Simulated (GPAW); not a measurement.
**NbSi in GPAW: convergence with k mesh**

Input of the first run (k mesh 2 × 2 × 2); the others differ in this setting and in those tied to it:

Contents of run.py:

```python
from ase.dft.bandgap import bandgap
from ase.io import read, write
from ase.units import GPa
from gpaw import GPAW, PW

atoms = read('POSCAR')

calc = GPAW(mode=PW(600),
            xc='MGGA_X_R2SCAN+MGGA_C_R2SCAN',
            kpts={'size': (2, 2, 2), 'gamma': True},
            occupations={'name': 'fermi-dirac', 'width': 0.05},
            nbands=19,
            convergence={'density': 1e-05, 'energy': 1e-05},
            maxiter=100,
            txt='gpaw.txt')
atoms.calc = calc
energy = atoms.get_potential_energy()
forces = atoms.get_forces()
stress = atoms.get_stress()
calc.write('gs.gpw')
write('result.traj', atoms)
print(f'Energy: {energy:.6f} eV')
print('Forces (eV/A):')
print(forces.round(4))
print('Stress (GPa):', (stress / GPa).round(3))
print('Fermi level:', round(calc.get_fermi_level(), 4), 'eV')
print(f'Gap: {bandgap(calc)[0]:.4f} eV, direct: {bandgap(calc, direct=True)[0]:.4f} eV')
```

The input POSCAR:

```
NbSi
1.0
    0.0000000000      2.5738300000      2.5738300000
    2.5738300000      0.0000000000      2.5738300000
    2.5738300000      2.5738300000      0.0000000000
Nb Si
1 1
Direct
    0.0000000000      0.0000000000      0.0000000000
    0.5000000000      0.5000000000      0.5000000000
```

Potentials or basis: GPAW PAW data sets (gpaw-data 1.2.1), pw.

Command:

```sh
$ OMP_NUM_THREADS=1 python run.py
```

The cell was built by a generator and needn't be a form met in nature.

Hardware: 1 thread of Arm Neoverse V2, with other jobs on the host.

| k mesh | energy less the tightest run, at zero smearing (meV/atom) | pressure (GPa) | SCF cycles | CPU time (s) | peak memory (GiB) |
| --- | --- | --- | --- | --- | --- |
| 2 × 2 × 2 | 732.85 | 8.71 | 15 | 9.3 | 0.26 |
| 3 × 3 × 3 | 118.42 | 2.75 | 10 | 8 | 0.26 |
| 4 × 4 × 4 | 79.52 | 0.19 | 11 | 14 | 0.26 |
| 5 × 5 × 5 | 6.66 | -0.24 | 10 | 16 | 0.26 |
| 6 × 6 × 6 | -15.97 | -0.35 | 10 | 23 | 0.26 |
| 7 × 7 × 7 | 2.30 | -0.42 | 11 | 29 | 0.26 |
| 8 × 8 × 8 | 2.99 | -0.69 | 10 | 40 | 0.27 |
| 10 × 10 × 10 | -1.61 | -0.61 | 10 | 62 | 0.28 |
| 12 × 12 × 12 | 0.00 | -0.72 | 10 | 94 | 0.29 |

Not settled before the last step: the energy (to 1 meV/atom), the pressure (to 0.1 GPa). Meshes of other sizes hit other points, so gaps and Fermi surfaces needn't settle smoothly. The tightest run that finished is the yardstick and may itself not be fully converged.

Caveat, for the tightest run too: the PAW data sets were made with another functional, which shifts forces and pressure a little.
